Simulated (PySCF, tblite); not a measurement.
**C₄H₂FO₂−: geometry, infrared bands, NMR shifts and spin-spin couplings**

What infrared bands, NMR shifts and spin-spin couplings should C₄H₂FO₂− (`O=C([O-])C#CCF`) show?

Programs: tblite 0.8.0 and PySCF 2.14.0, with density-fitted response routines of our own. Each step states its level of theory. These are calculated values for one molecule in the gas phase, unless marked as measured. Atoms are numbered from 0 throughout.

### 1 Starting geometry

9 atoms, charge -1, multiplicity 1; geometry from: force field or distance geometry start.

Bonds of the start (Å): O0–C1 1.26, C1–O2 1.39, C1–C3 1.43, C3–C4 1.21, C4–C5 1.49, C5–F6 1.38, C5–H7 1.13, C5–H8 1.09.

### 2 Optimising the geometry with GFN2-xTB

Job settings and geometry (Å):

```
{"job": {"kind": "relax", "xc": "GFN2-xTB", "basis": "xTB"}, "charge": -1, "multiplicity": 1}
O      2.972600     0.661000    -1.252600
C      2.225300     0.457800    -0.261500
O      2.828800     0.490400     0.995200
C      0.821600     0.183200    -0.358600
C     -0.362300    -0.053500    -0.425400
C     -1.816300    -0.339600    -0.553400
F     -2.153700    -1.495100     0.113800
H     -2.410300     0.469400    -0.041100
H     -2.092100    -0.367600    -1.610500
```

Run with:

```
> OMP_NUM_THREADS=1 python probes_run.py task.json out
```

This one command runs all jobs of the session in turn.

**Question.** This job is followed by: GFN2-xTB harmonic vibrations, gas phase; GIAO PBE0/pcSseg-1 NMR shielding, non-relativistic, gas phase; B3LYP/pcJ-1 indirect spin-spin coupling, non-relativistic, gas phase. What will the session give for the following? strongest single infrared mode (GFN2-xTB); zero-point energy (GFN2-xTB); ¹³C shifts against TMS (PBE0/pcSseg-1); ¹H shifts against TMS (PBE0/pcSseg-1, means over atoms taken as alike); ¹⁷O shifts against H2O (PBE0/pcSseg-1, means over atoms taken as alike); ¹⁹F shifts against CFCl3 (PBE0/pcSseg-1); largest coupling of the table (B3LYP/pcJ-1).

**Answer**, as computed:

| quantity | value |
| --- | --- |
| strongest single infrared mode (GFN2-xTB) | 1795 cm⁻¹, 679 km/mol |
| zero-point energy (GFN2-xTB) | 30.8 kcal/mol |
| ¹³C shifts against TMS (PBE0/pcSseg-1) | 155.6, 110.4, 77.3, 66.9 ppm |
| ¹H shifts against TMS (PBE0/pcSseg-1, means over atoms taken as alike) | 5.33 ppm |
| ¹⁷O shifts against H2O (PBE0/pcSseg-1, means over atoms taken as alike) | 364.0 ppm |
| ¹⁹F shifts against CFCl3 (PBE0/pcSseg-1) | -230.3 ppm |
| largest coupling of the table (B3LYP/pcJ-1) | ¹J(C,F) C5–F6, -217.9 Hz |

What this shows: Relaxing lowered the energy by 0.851 eV in 86 steps; the close pair that moved most is C1–O2, from 1.394 to 1.230 Å. All 21 modes are real, so the xTB geometry is a minimum. The strongest single mode, at 1795 cm⁻¹, moves mainly C1. GFN2-xTB is a fitted tight-binding method: band positions and strengths are rough. Its intensities can rank the bands wrongly. At PBE0/pcSseg-1: The largest span, 457 ppm, is at O0, O2, where the paramagnetic term is -435 ppm. Of the pairs tabulated at B3LYP/pcJ-1, C5–F6 couples most strongly (-217.9 Hz; Fermi contact -275.7 Hz).
